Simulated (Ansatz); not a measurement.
# AlRu: the cost of one run

All numbers are computed with the Python package of Ansatz 0.2.0. Level of theory: DFT PBE, plane waves, PAW.

**1. Starting point**

Symmetry: Pm-3m, No. 221, cubic system. Conventional cell: a = 2.992 Å, b = 2.992 Å, c = 2.992 Å, α = 90.00°, β = 90.00°, γ = 90.00°. Around Al (site symmetry m-3m) lie 8 Ru at 2.59 Å. Ru (site symmetry m-3m) is surrounded by 8 Al at 2.59 Å.

No structure file is read: the coordinates are typed or built in the script.

**2. Script**

File defect_alru.py:

```python
'''Point defect (antisite) in AlRu.'''

from dataclasses import dataclass
import warnings

import ansatz as az
import numpy as np


@dataclass(frozen=True)
class Options:
    kmesh: tuple[int, ...] = (2, 2, 2)
    filling: str = 'fermi_dirac'
    sigma: float = 0.15


opts = Options()


def main() -> None:
    warnings.simplefilter('ignore', az.DeckWarning)

    structure = (
        az.Lattice.of([2.9916, 0.0, 0.0], [0.0, 2.9916, 0.0], [0.0, 0.0, 2.9916])
        .atom('Al', [0.0, 0.0, 0.0])
        .atom('Ru', [0.5, 0.5, 0.5])
    )
    host = structure.supercell(2)
    defective = host.substitution('Ru', at=[0.0, 0.0, 0.0], replaces='Al')

    def settled(structure):
        return (
            structure.calculation()
            .basis(17 * az.Ha)
            .kpoints(*opts.kmesh)
            .occupations(opts.filling, width=opts.sigma)
            .band_table()
        )


    perfect = settled(host).run().report
    model = settled(defective).forces()
    outcome = model.run()
    r = outcome.report

    n_host, n_defect = len(perfect['lattice']['sites']), len(r['lattice']['sites'])
    print(f'perfect cell: {n_host} atoms, F = {perfect["free_energy_ev"]:.4f} eV')
    print(f'defect cell:  {n_defect} atoms, F = {r["free_energy_ev"]:.4f} eV')
    # chemical potentials are still to be added to this difference
    print(f'difference {r["free_energy_ev"] - perfect["free_energy_ev"]:.4f} eV (no chemical potentials)')

    for label, run in (('perfect', perfect), ('defect', r)):
        levels, filled = np.array(run['eigenvalues_ev'][0]), np.array(run['occupations'][0])
        top = int(np.argmin(np.abs(levels - run['fermi_energy_ev'])))
        window = slice(max(top - 3, 0), top + 4)
        print(label, 'levels near E_F at the first k-point:', ', '.join(f'{e - run["fermi_energy_ev"]:.2f} ({f:.2f})' for e, f in zip(levels[window], filled[window])))

    for site in outcome.lattice.sites:
        print(f'{site.symbol:2s}', ' '.join(f'{v:8.4f}' for v in site.position_ang))


if __name__ == '__main__':
    main()
```

**3. The run**

Launch:

```bash
> python defect_alru.py
```

What time and memory should one allow on 1 thread of Arm Neoverse V2, shared host?

About 7.5 s, with a peak of 0.57 GiB.
